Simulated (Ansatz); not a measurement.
# CH6SeSn: trial inputs and their diagnosis

Aim: try 4 inputs for CH6SeSn as typed, read how each ends, and find what has to change.

The runs use Ansatz 0.2.0, Gaussian basis; the settings change from run to run.

## 1. The relaxed structure

The geometry comes from an earlier relaxation with PBE0-D4 in a triple-zeta def2 set; it is a stationary point, not always the lowest conformer. Sn takes a core potential in def2 sets; no spin-orbit term is included.

SMILES `C[Se][SnH3]`, 9 atoms, charge 0, spin multiplicity 1.

Atoms are counted from 1 here; the program's logs count them from 0.

Bond lengths: C1–Se2 1.960 Å, C1–H4 1.088 Å, C1–H5 1.088 Å, C1–H6 1.089 Å, Se2–Sn3 2.522 Å, Sn3–H7 1.709 Å, Sn3–H8 1.702 Å, Sn3–H9 1.709 Å. Angles: Se2–C1–H4 110.7°, Se2–C1–H5 110.7°, Se2–C1–H6 106.1°, H4–C1–H5 110.6°, H4–C1–H6 109.3°, H5–C1–H6 109.3°, C1–Se2–Sn3 96.9°, Se2–Sn3–H7 109.1°, Se2–Sn3–H8 107.0°, Se2–Sn3–H9 109.4°, H7–Sn3–H8 111.1°, H7–Sn3–H9 109.0°, H8–Sn3–H9 111.0°.

## 2. Attempt 1

File in.yaml:

```yaml
crystal:
  periodic: [false, false, false]
  atoms:
    - {symbol: C, position_ang: [-0.722173, 1.123474, -1.054075]}
    - {symbol: Se, position_ang: [-0.510367, -0.820040, -1.188622]}
    - {symbol: Sn, position_ang: [0.711658, -1.144472, 0.993272]}
    - {symbol: H, position_ang: [-1.320625, 1.385733, -0.183790]}
    - {symbol: H, position_ang: [0.248718, 1.613479, -1.013672]}
    - {symbol: H, position_ang: [-1.244924, 1.433360, -1.957628]}
    - {symbol: H, position_ang: [2.138032, -0.203281, 0.981612]}
    - {symbol: H, position_ang: [1.071560, -2.803478, 1.121264]}
    - {symbol: H, position_ang: [-0.283379, -0.630974, 2.284340]}
basis:
  gaussian: {orbitals: ANO-RCC-VTZP, fitting: {mean_field: cc-pVTZ-jkfit}}
hamiltonian: {xc: {name: BHLYP}, dispersion: d3bj}
```

Started as:

```bash
$ ansatz run in.yaml --threads 4 --pin off --events-out ev --progress --plain --max-ram 10444MiB
```

Output:

```text
Functional definition: BHLYP
  name "BHLYP"
  cite "Becke, J. Chem. Phys. 98, 1372 (1993) doi:10.1063/1.464304"
  cite "Becke, Phys. Rev. A 38, 3098 (1988) doi:10.1103/PhysRevA.38.3098"
  cite "Lee, Yang & Parr, Phys. Rev. B 37, 785 (1988) doi:10.1103/PhysRevB.37.785"
  parameter a = 0.5
  exchange = (1 - a)*b88_x + a*exact_x
  correlation = lyp_c
Error: <dir> the basis set cc-pVTZ-JKFIT has no functions for Sn
```

Wall time 0.15 s (4 threads of Arm Neoverse V1, shared host).

**Diagnosis.** The program refused the input. The fitting set named has no entry for an element of this molecule. Cure: leave the fitting key out, or name a set that covers all elements and suits the basis.

## 3. Attempt 2

File in.yaml:

```yaml
crystal:
  periodic: [false, false, false]
  atoms:
    - {symbol: C, position_ang: [-0.722173, 1.123474, -1.054075]}
    - {symbol: Se, position_ang: [-0.510367, -0.820040, -1.188622]}
    - {symbol: Sn, position_ang: [0.711658, -1.144472, 0.993272]}
    - {symbol: H, position_ang: [-1.320625, 1.385733, -0.183790]}
    - {symbol: H, position_ang: [0.248718, 1.613479, -1.013672]}
    - {symbol: H, position_ang: [-1.244924, 1.433360, -1.957628]}
    - {symbol: H, position_ang: [2.138032, -0.203281, 0.981612]}
    - {symbol: H, position_ang: [1.071560, -2.803478, 1.121264]}
    - {symbol: H, position_ang: [-0.283379, -0.630974, 2.284340]}
basis:
  gaussian: {orbitals: x2c-TZVPPall}
hamiltonian: {xc: {name: M06-2X}}
output: {forces: true}
```

Launched as before.

Output:

```text
Error: YAML parse error: error: line 15 column 19: hamiltonian.xc: no functional is named "M06-2X"; the names, which are not case-sensitive, are SVWN5, SPW92, PBE, PBE0, PBEsol, revPBE, revPBE0, RPBE, rPW86-PBE, HSE06, wPBEh, LC-wPBE, HISS, HF, BLYP, B3LYP, B3LYP5, BHLYP, CAM-B3LYP, r2SCAN, r2SCANh, r2SCAN0, r2SCAN50, m-r2SCAN, B97, wB97, wB97X, wB97X-V, B97M-V, wB97M-V, B2PLYP, B2GP-PLYP, PBE0-DH, PBE-QIDH
  --> <input>:15:19
   |
13 | basis:
14 |   gaussian: {orbitals: x2c-TZVPPall}
15 | hamiltonian: {xc: {name: M06-2X}}
   |                   ^ hamiltonian.xc: no functional is named "M06-2X"; the names, which are not case-sensitive, are SVWN5, SPW92, PBE, PBE0, PBEsol, revPBE, revPBE0, RPBE, rPW86-PBE, HSE06, wPBEh, LC-wPBE, HISS, HF, BLYP, B3LYP, B3LYP5, BHLYP, CAM-B3LYP, r2SCAN, r2SCANh, r2SCAN0, r2SCAN50, m-r2SCAN, B97, wB97, wB97X, wB97X-V, B97M-V, wB97M-V, B2PLYP, B2GP-PLYP, PBE0-DH, PBE-QIDH
16 | output: {forces: true}
   |
```

Wall time 0.05 s (4 threads of Arm Neoverse V1, shared host).

**Diagnosis.** Refused before any calculation. The method's name isn't one that the program takes here. Fix: name a functional that the program knows.

## 4. Attempt 3

File in.yaml:

```yaml
crystal:
  periodic: [true, true, true]
  atoms:
    - {symbol: C, position_ang: [-0.722173, 1.123474, -1.054075]}
    - {symbol: Se, position_ang: [-0.510367, -0.820040, -1.188622]}
    - {symbol: Sn, position_ang: [0.711658, -1.144472, 0.993272]}
    - {symbol: H, position_ang: [-1.320625, 1.385733, -0.183790]}
    - {symbol: H, position_ang: [0.248718, 1.613479, -1.013672]}
    - {symbol: H, position_ang: [-1.244924, 1.433360, -1.957628]}
    - {symbol: H, position_ang: [2.138032, -0.203281, 0.981612]}
    - {symbol: H, position_ang: [1.071560, -2.803478, 1.121264]}
    - {symbol: H, position_ang: [-0.283379, -0.630974, 2.284340]}
basis:
  gaussian: {orbitals: def2-TZVP, point_charges: [{charge: -1.00, position_ang: [6.295, 0.125, 0.662]}]}
hamiltonian: {xc: {name: RPBE}, dispersion: d3bj}
output: {forces: true}
```

The command is unchanged.

Output:

```text
Error: YAML parse error: error: line 2 column 3: crystal: missing field `lattice` (a structure is typed as `lattice` and `atoms`, a molecule's as `atoms` in Å alone, or read from a run's directory, `checkpoint`)
 --> <input>:2:3
  |
1 | crystal:
2 |   periodic: [true, true, true]
  |   ^ crystal: missing field `lattice` (a structure is typed as `lattice` and `atoms`, a molecule's as `atoms` in Å alone, or read from a run's directory, `checkpoint`)
3 |   atoms:
4 |     - {symbol: C, position_ang: [-0.722173, 1.123474, -1.054075]}
  |
```

It took 0.05 s on 4 threads of Arm Neoverse V1, shared host.

Diagnosis: The program refused the input. The molecule is marked periodic without a cell. Fix: set periodic to false, or give a lattice, and remove the point charge.

## 5. Attempt 4

File in.yaml:

```yaml
crystal:
  periodic: [false, false, false]
  atoms:
    - {symbol: C, position_ang: [-0.442021, 0.751336, -0.725136]}
    - {symbol: Se, position_ang: [-0.353350, -0.502472, -0.681333]}
    - {symbol: Sn, position_ang: [0.427619, -0.812765, 0.610554]}
    - {symbol: H, position_ang: [-0.934497, 0.822111, -0.122283]}
    - {symbol: H, position_ang: [0.156057, 1.111366, -0.728729]}
    - {symbol: H, position_ang: [-0.848366, 0.974027, -1.187020]}
    - {symbol: H, position_ang: [1.509623, -0.108167, 0.576838]}
    - {symbol: H, position_ang: [0.764275, -1.686213, 0.679548]}
    - {symbol: H, position_ang: [-0.174477, -0.354196, 1.336900]}
basis:
  gaussian: {orbitals: def2-TZVP, point_charges: [{charge: 2.00, position_ang: [5.149, 0.269, 0.109]}]}
magnetization: {spin_polarized: true, initial_magnetization: 0}
hamiltonian: {xc: {name: HSE06}}
output: {forces: true}
```

Same command.

Output, shortened:

```text
Functional definition: HSE06
  name "HSE06"
  cite "Heyd, Scuseria & Ernzerhof, J. Chem. Phys. 118, 8207 (2003) doi:10.1063/1.1564060"
  cite "Krukau, Vydrov, Izmaylov & Scuseria, J. Chem. Phys. 125, 224106 (2006) doi:10.1063/1.2404663"
  cite "Heyd & Scuseria, J. Chem. Phys. 120, 7274 (2004) doi:10.1063/1.1668634"
  cite "Ernzerhof & Perdew, J. Chem. Phys. 109, 3313 (1998) doi:10.1063/1.476928"
  cite "Perdew, Burke & Ernzerhof, Phys. Rev. Lett. 77, 3865 (1996) doi:10.1103/PhysRevLett.77.3865"
  parent pbe
[...]
  # The whole range is PBE's own exchange, as in plane waves. The composition of these papers is wPBEh.
[...]
1317 factors; their error is unknown
78 factors; integrals over basis functions are off by at most 3.4e-7 eV
[...]
Total energy: -72222.17875761 eV, -2654.1161153913 hartree
Atom 0 at    -0.442021     0.751336    -0.725136 Å, force     4.109060    22.621045    19.377595 eV/Å
Atom 1 at    -0.353350    -0.502472    -0.681333 Å, force   -42.058209   -55.109103   -82.638417 eV/Å
Atom 2 at     0.427619    -0.812765     0.610554 Å, force    36.687487    14.598834    47.320913 eV/Å
Atom 3 at    -0.934497     0.822111    -0.122283 Å, force   -15.486477     7.772842    20.909986 eV/Å
Atom 4 at     0.156057     1.111366    -0.728729 Å, force    38.326099    25.339106     0.344515 eV/Å
Atom 5 at    -0.848366     0.974027    -1.187020 Å, force   -36.308610    22.208274   -43.592920 eV/Å
Atom 6 at     1.509623    -0.108167     0.576838 Å, force    14.799751     9.397295    -0.404307 eV/Å
Atom 7 at     0.764275    -1.686213     0.679548 Å, force    25.673625   -66.810555     6.041658 eV/Å
Atom 8 at    -0.174477    -0.354196     1.336900 Å, force   -25.160418    20.065388    32.501276 eV/Å
Dipole moment:    -0.810407     0.257421    -0.052329 e Å
```

It took 5.5 s on 4 threads of Arm Neoverse V1, shared host; peak memory 0.63 GiB.

What is wrong: The run converged, but a converged run isn't a right one. The geometry is squeezed well below its size. The shortest distance is 0.65 Å (C1–H6), against 1.09 Å in the relaxed molecule. Its coordinates are also moved off the relaxed structure. Its energy is no property of the relaxed molecule. To mend it, use the relaxed coordinates, and remove the point charge.

## 6. Summary

```tsv
attempt	level	ended	cause	time
1	BHLYP/ANO-RCC-VTZP	refused	the fitting set named has no entry for an element of this molecule	0.15 s
2	M06-2X/x2c-TZVPPall	refused	the method's name isn't one that the program takes here	0.05 s
3	RPBE/def2-TZVP	refused	the molecule is marked periodic without a cell	0.05 s
4	HSE06/def2-TZVP	converged	the geometry is squeezed well below its size	5.5 s
```

3 refused, 1 converged. A refusal costs next to no computing time. The dangerous case is the input that converges on a wrong geometry, charge, spin, basis or grid: often only a look at the input shows it.
